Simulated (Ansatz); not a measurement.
# C₁₁H₁₃FTi: a ladder of functionals

An exercise on one series of results from a longer session: the logs are not shown, and one member is left open.

The runs use Ansatz 0.2.0, Gaussian basis; functionals in def2-TZVPP.

Levels to be run: LDA (SPW92), PBE-D4, revPBE-D4, BLYP-D4, r2SCAN-D4, B97M-V, PBE0-D4.

## Structure used throughout

All runs share one geometry, relaxed beforehand with PBE0-D4 in a triple-zeta def2 set.

SMILES `[CH3][Ti]12345678([F])([C@H]9[C@@H]1[C@@H]2[C@@H]3[C@H]94)[C@H]1[C@@H]5[C@@H]6[C@@H]7[C@H]18`, 26 atoms, charge 0, spin multiplicity 1.

Atoms are counted from 1 here; the program's logs count them from 0.

Bond lengths: C1–Ti2 2.155 Å, C1–H14 1.091 Å, C1–H15 1.093 Å, C1–H16 1.093 Å, Ti2–F3 1.815 Å, Ti2–C4 2.410 Å, Ti2–C5 2.398 Å, Ti2–C6 2.386 Å, Ti2–C7 2.369 Å, Ti2–C8 2.411 Å, Ti2–C9 2.388 Å, Ti2–C10 2.392 Å, Ti2–C11 2.393 Å, Ti2–C12 2.397 Å, Ti2–C13 2.392 Å, C4–C5 1.415 Å, C4–C8 1.400 Å, C4–H17 1.079 Å and more. Angles: Ti2–C1–H14 108.5°, Ti2–C1–H15 107.3°, Ti2–C1–H16 115.2°, H14–C1–H15 108.4°, H14–C1–H16 108.6°, H15–C1–H16 108.7°, C1–Ti2–F3 94.2°, C1–Ti2–C4 82.9°, C1–Ti2–C5 77.0°, C1–Ti2–C6 106.0°, C1–Ti2–C7 133.8°, C1–Ti2–C8 115.7°, C1–Ti2–C9 125.2°, C1–Ti2–C10 129.3°, C1–Ti2–C11 96.3°, C1–Ti2–C12 74.4°, C1–Ti2–C13 91.0°, F3–Ti2–C4 88.3° and more.

Set-up of the first run:

File in.yaml:

```yaml
crystal:
  periodic: [false, false, false]
  atoms:
    - {symbol: C, position_ang: [-1.284551, -1.799784, -0.083155]}
    - {symbol: Ti, position_ang: [-0.008922, -0.133896, 0.407038]}
    - {symbol: F, position_ang: [0.060001, -0.536278, 2.175176]}
    - {symbol: C, position_ang: [-2.112249, 0.971435, 0.812587]}
    - {symbol: C, position_ang: [-1.918087, 0.921320, -0.588025]}
    - {symbol: C, position_ang: [-0.795787, 1.703694, -0.896495]}
    - {symbol: C, position_ang: [-0.277197, 2.218550, 0.317042]}
    - {symbol: C, position_ang: [-1.114246, 1.784460, 1.362148]}
    - {symbol: C, position_ang: [2.371945, -0.225116, 0.564937]}
    - {symbol: C, position_ang: [2.065482, 0.526904, -0.583637]}
    - {symbol: C, position_ang: [1.418737, -0.325525, -1.503730]}
    - {symbol: C, position_ang: [1.338038, -1.605707, -0.922146]}
    - {symbol: C, position_ang: [1.923890, -1.542515, 0.355449]}
    - {symbol: H, position_ang: [-2.235418, -1.673175, 0.437292]}
    - {symbol: H, position_ang: [-0.800059, -2.702153, 0.297115]}
    - {symbol: H, position_ang: [-1.486396, -1.933650, -1.148486]}
    - {symbol: H, position_ang: [-2.863686, 0.432585, 1.368315]}
    - {symbol: H, position_ang: [-2.523131, 0.371384, -1.291409]}
    - {symbol: H, position_ang: [-0.389328, 1.871898, -1.881278]}
    - {symbol: H, position_ang: [0.584799, 2.858693, 0.423016]}
    - {symbol: H, position_ang: [-0.952880, 1.959750, 2.414474]}
    - {symbol: H, position_ang: [2.815790, 0.154324, 1.473073]}
    - {symbol: H, position_ang: [2.281745, 1.573016, -0.733162]}
    - {symbol: H, position_ang: [1.050663, -0.051103, -2.480336]}
    - {symbol: H, position_ang: [0.898302, -2.478239, -1.376513]}
    - {symbol: H, position_ang: [1.952545, -2.340853, 1.080722]}
basis:
  gaussian: {orbitals: def2-TZVPP}
hamiltonian: {xc: lda}
output: {orbitals: {seedname: orbitals}}
```

On the command line:

```
$ ansatz run in.yaml --threads 11 --pin off --events-out ev --progress --plain --max-ram 110592MiB --backend cuda --devices 0, --max-vram 75GiB
```

Among the steps run: LDA; PBE-D4 (GGA); revPBE-D4 (GGA); BLYP-D4 (GGA); r2SCAN-D4 (meta-GGA); B97M-V (meta-GGA); PBE0-D4 (hybrid).

One table of the session follows, with a row left open; its other results are not shown here.

It belongs to the step «Orbital energies across the functionals». 

```
 functional  HOMO (eV)  LUMO (eV)  gap (eV)
LDA (SPW92)      -5.84      -2.85      2.99
     PBE-D4      -5.63      -2.55      3.07
  revPBE-D4      -5.55      -2.45      3.10
    BLYP-D4      -5.46      -2.43      3.03
  r2SCAN-D4      -5.79      -2.41      3.38
     B97M-V      -5.83      -2.37      3.46
    PBE0-D4          ?          ?         ?
```

Q: Estimate the row for PBE0-D4 from the others.

**Answer.** HOMO (eV): -6.61; LUMO (eV): -1.41; gap (eV): 5.20. In the column «HOMO (eV)» it is the lowest.
